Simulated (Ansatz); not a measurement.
# Cl2HInSe: basis-set convergence

An exercise on one series of results from a longer session: the logs are not shown, and one member is left open.

Program: Ansatz 0.2.0, Gaussian basis. Level of theory: one geometry, several basis sets. These are calculated values, not measurements.

Levels to be run: PBE0-D4/def2-SVP; ωB97M-V/def2-SVP; PBE0-D4/def2-QZVPP; ωB97M-V/def2-QZVPP; the functionals' def2-TZVPP values are taken from earlier runs.

**Structure used throughout**

An earlier PBE0-D4 in a triple-zeta def2 set relaxation fixed the geometry. In takes the def2 core potential; no spin-orbit term is included.

5 atoms, charge 0, spin multiplicity 1.

Atoms are counted from 1 here; the program's logs count them from 0.

Bond lengths: Cl1–In2 2.310 Å, In2–Cl3 2.307 Å, In2–Se4 2.472 Å, Se4–H5 1.470 Å. Angles: Cl1–In2–Cl3 116.4°, Cl1–In2–Se4 121.8°, Cl3–In2–Se4 121.8°, In2–Se4–H5 90.1°.

Coordinates:

```
Cl   -0.8306   -0.8908    2.0582
In    0.3389   -0.4820    0.1081
Cl    2.0514   -1.9460   -0.3883
Se   -0.2175    1.4209   -1.3692
H    -1.2922    1.8242   -0.4503
```

Set-up of the first run:

File in.yaml:

```yaml
crystal:
  periodic: [false, false, false]
  atoms:
    - {symbol: Cl, position_ang: [-0.830579, -0.890753, 2.058247]}
    - {symbol: In, position_ang: [0.338859, -0.482047, 0.108115]}
    - {symbol: Cl, position_ang: [2.051371, -1.946024, -0.388338]}
    - {symbol: Se, position_ang: [-0.217517, 1.420878, -1.369150]}
    - {symbol: H, position_ang: [-1.292235, 1.824247, -0.450273]}
basis:
  gaussian: {orbitals: def2-SVP}
hamiltonian: {xc: pbe0, dispersion: d4}
output: {orbitals: {seedname: orbitals}}
```

Started as:

```console
ansatz run in.yaml --threads 4 --pin off --events-out ev --progress --plain --max-ram 10444MiB
```

Steps of the session up to this table: PBE0-D4 in def2-SVP; ωB97M-V in def2-SVP; PBE0-D4 in def2-QZVPP; ωB97M-V in def2-QZVPP.

One table of the session follows, with a row left open; its other results are not shown here.

It belongs to the step «Density functionals: the series». 

| functional | basis | HOMO (eV) | LUMO (eV) |
| --- | --- | --- | --- |
| PBE0-D4 | def2-SVP | ? | ? |
| PBE0-D4 | def2-TZVPP | -7.92 | -2.51 |
| PBE0-D4 | def2-QZVPP | -7.94 | -2.55 |
| ωB97M-V | def2-SVP | -9.90 | -0.37 |
| ωB97M-V | def2-TZVPP | -10.06 | -0.61 |
| ωB97M-V | def2-QZVPP | -10.08 | -0.73 |

**Question.** Estimate the row for PBE0-D4, def2-SVP.

**Answer.** HOMO (eV): -7.80; LUMO (eV): -2.37. In the column «HOMO (eV)» it is the highest.
